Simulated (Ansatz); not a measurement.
**GeICl₃: a ladder of functionals and wavefunction methods**

How much do the methods differ for GeICl₃? The plan is to run it at one geometry with functionals of several rungs and with coupled cluster. The yardstick is the atomisation energy at the CCSD(T) limit.

Computed with Ansatz 0.2.0, Gaussian basis. Level: functionals in def2-TZVPP, the program's frozen cores in correlated methods.

Levels to be run: LDA (SPW92), PBE-D4, revPBE-D4, BLYP-D4, r2SCAN-D4, B97M-V, PBE0-D4, B3LYP-D4, r2SCANh-D4, r2SCAN0-D4, HSE06-D4, BHLYP-D4, CAM-B3LYP-D4, LC-ωPBE, ωB97X-V, ωB97M-V, B2PLYP, PBE-QIDH; CCSD(T)/def2-SVP; CCSD(T)/def2-TZVPP; MP2/def2-QZVPP; extrapolation to the limit; RPA on PBE.

### 1 Structure used throughout

The geometry comes from an earlier relaxation with PBE0-D4 in a triple-zeta def2 set; it is a stationary point. I takes the def2 core potential; no spin-orbit term is included.

SMILES `[Cl][Ge]([Cl])([Cl])[I]`, 5 atoms, charge 0, spin multiplicity 1.

Atoms are counted from 1 here; the program's logs count them from 0.

Bond lengths: Cl1–Ge2 2.124 Å, Ge2–Cl3 2.124 Å, Ge2–Cl4 2.124 Å, Ge2–I5 2.477 Å. Angles: Cl1–Ge2–Cl3 108.3°, Cl1–Ge2–Cl4 108.3°, Cl1–Ge2–I5 110.6°, Cl3–Ge2–Cl4 108.3°, Cl3–Ge2–I5 110.6°, Cl4–Ge2–I5 110.6°.

### 2 LDA

This LDA is Slater exchange with PW92 correlation.

Input file in.yaml:

```yaml
crystal:
  periodic: [false, false, false]
  atoms:
    - {symbol: Cl, position_ang: [-1.403792, -0.647218, 1.470551]}
    - {symbol: Ge, position_ang: [0.012292, -0.061468, -0.000682]}
    - {symbol: Cl, position_ang: [1.948356, -0.613236, 0.677654]}
    - {symbol: Cl, position_ang: [-0.399854, -1.131667, -1.788904]}
    - {symbol: I, position_ang: [-0.107102, 2.379888, -0.400117]}
basis:
  gaussian: {orbitals: def2-TZVPP}
hamiltonian: {xc: lda}
output: {orbitals: {seedname: orbitals}}
```

Run with:

```sh
$ ansatz run in.yaml --threads 4 --pin off --events-out ev --progress --plain --max-ram 10444MiB
```

Further steps of the session: PBE-D4 (GGA); revPBE-D4 (GGA); BLYP-D4 (GGA); r2SCAN-D4 (meta-GGA); B97M-V (meta-GGA); B3LYP-D4 (hybrid); r2SCANh-D4 (hybrid); r2SCAN0-D4 (hybrid); HSE06-D4 (hybrid); BHLYP-D4 (hybrid); CAM-B3LYP-D4 (range-separated); LC-ωPBE (range-separated); ωB97X-V (range-separated); ωB97M-V (range-separated); B2PLYP (double hybrid); PBE-QIDH (double hybrid); CCSD(T) in def2-SVP; CCSD(T) in def2-TZVPP; MP2 in def2-QZVPP; RPA on PBE orbitals.

Before running them: what should the planned runs give, taken together? Wanted: atomisation energy, CCSD(T)/CBS; farthest beyond LDA; mean size of error, GGA; mean size of error, meta-GGA; mean size of error, hybrid; mean size of error, range-separated; mean size of error, double hybrid; gap, smallest and largest; T1 diagnostic.

As calculated:

```
                               quantity                                             value
        atomisation energy, CCSD(T)/CBS                                    313.2 kcal/mol
functionals within 3.1 kcal/mol (1.0 %)  PBE0-D4, r2SCANh-D4, HSE06-D4, ωB97X-V, PBE-QIDH
                    farthest beyond LDA                         BHLYP-D4 (-20.3 kcal/mol)
                mean size of error, GGA                                      8.4 kcal/mol
           mean size of error, meta-GGA                                      4.5 kcal/mol
             mean size of error, hybrid                                      6.7 kcal/mol
    mean size of error, range-separated                                      8.0 kcal/mol
      mean size of error, double hybrid                                      7.7 kcal/mol
              gap, smallest and largest         3.57 eV (LDA (SPW92)), 10.55 eV (LC-ωPBE)
                          T1 diagnostic                                            0.0089
triples share of the correlation energy                                             3.6 %
```

LDA overbinds by 55.9 kcal/mol (18 %). PBE-D4 misses by +7.0 kcal/mol. Double hybrids carry the basis error of their MP2 part in triple zeta, and no dispersion term here, so their miss is partly the set-up's. Taken by rung, meta-GGA functionals do best (4.5 kcal/mol on average) and GGA ones worst beyond LDA (8.4 kcal/mol). RPA and LDA stand outside this count. The reference freezes the cores and leaves out spin-orbit coupling and excitations past (T), and its outer-core shells are covered unevenly, so misses under about 3.1 kcal/mol can't be ranked. All levels share the lack of spin-orbit coupling, which lowers the free heavy atoms and so the true binding. Hartree-Fock recovers 68 % of the binding; the rest is correlation. CCSD(T) in def2-SVP is off by -37.9 kcal/mol, so the small basis spoils what the method gains. Orbital gaps span 3.6 to 10.5 eV; exact exchange widens them. Correlated methods include outer-core shells of Ge, I, which these sets cover unevenly.
